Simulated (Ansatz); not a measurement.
This script makes an all-electron equation of state of KPt, space group P-6m2 with Ansatz 0.2.0, Python API.

Script `eos_lapw_kpt.py`:
```python
'''E(V) of KPt on LAPW.'''

import ansatz as az
from ase.eos import EquationOfState
from ase.units import GPa
import numpy as np

params = {
    'functional': 'pbe',
    'sigma': 0.05,
    'mesh': (11, 11, 6),
}

vectors0 = np.array([
    [3.000847, 0.0, 0.0],
    [-1.500424, 2.59881, 0.0],
    [0.0, 0.0, 5.345578],
])
sites = [
    ('K', (1 / 3, 2 / 3, 0.5)),
    ('Pt', (0.0, 0.0, 0.0)),
]


def crystal_on(cell):
    crystal = az.Crystal(lattice=az.Lattice.of(cell))
    for symbol, position in sites:
        crystal = crystal.atom(symbol, position)
    return crystal

volumes, energies = [], []
for scale in np.linspace(0.94, 1.06, 5):
    cell = vectors0 * scale ** (1 / 3)
    setup = (
        crystal_on(cell).calculation()
        .functional(params['functional'])
        .occupations(az.OccupationsMethod.GAUSSIAN, width=params['sigma'])
        .kpoints(*params['mesh'])
        .pseudopotentials('all_electron', lapw=True, basis_error=0.001)
    )
    r = setup.run(threads=1).report
    volumes.append(abs(np.linalg.det(cell)) / len(sites))
    energies.append(r['free_energy_ev'] / len(sites))
    print(f'{scale:.3f} {volumes[-1]:9.4f} A^3/atom {energies[-1]:16.5f} eV/atom  (estimated basis error {1000 * r["lapw_basis_errors"]["total_ev_per_atom"]:.2f} meV/atom)')
v0, e0, bulk = EquationOfState(volumes, energies, eos='birchmurnaghan').fit()
print(f'V0 = {v0:.4f} A^3/atom, B0 = {bulk / GPa:.1f} GPa')
```

From its runs, with one value withheld:

| V (Å³/atom) | F less the lowest row shown (meV/atom) |
| --- | --- |
| 19.593 | 19.02 |
| 20.219 | ? |
| 20.844 | 0.00 |
| 21.469 | 1.84 |
| 22.095 | 9.74 |

What is the missing energy at 20.219 Å³ an atom?

A third-order Birch-Murnaghan fit, E = E0 + (9 V0 B0 / 16) [(t - 1)³ B' + (t - 1)² (6 - 4t)] with t = (V0/V)^(2/3), through the 4 rows shown gives V0 = 20.982 Å³, B0 = 59.1 GPa, B' = 4.45 and E0 = -0.17 meV. At V = 20.219 Å³, t = 1.02500, and the fit interpolates to 5.31 meV. The run gave 5.42 meV, a miss of 0.12 meV.

Notes:
- Shape and fractional positions are held along the curve, so the bulk modulus is an upper value where they are free to relax, by a factor of two or more in layered or hydrogen-bonded cells.
- Spin-orbit coupling, which matters for elements this heavy, is left out.
- The structure comes from a database of computed cells and needn't be a stable or known phase.
- Run time: 120 s on 1 thread of Arm Neoverse V2 (shared host), peak memory 0.45 GiB.
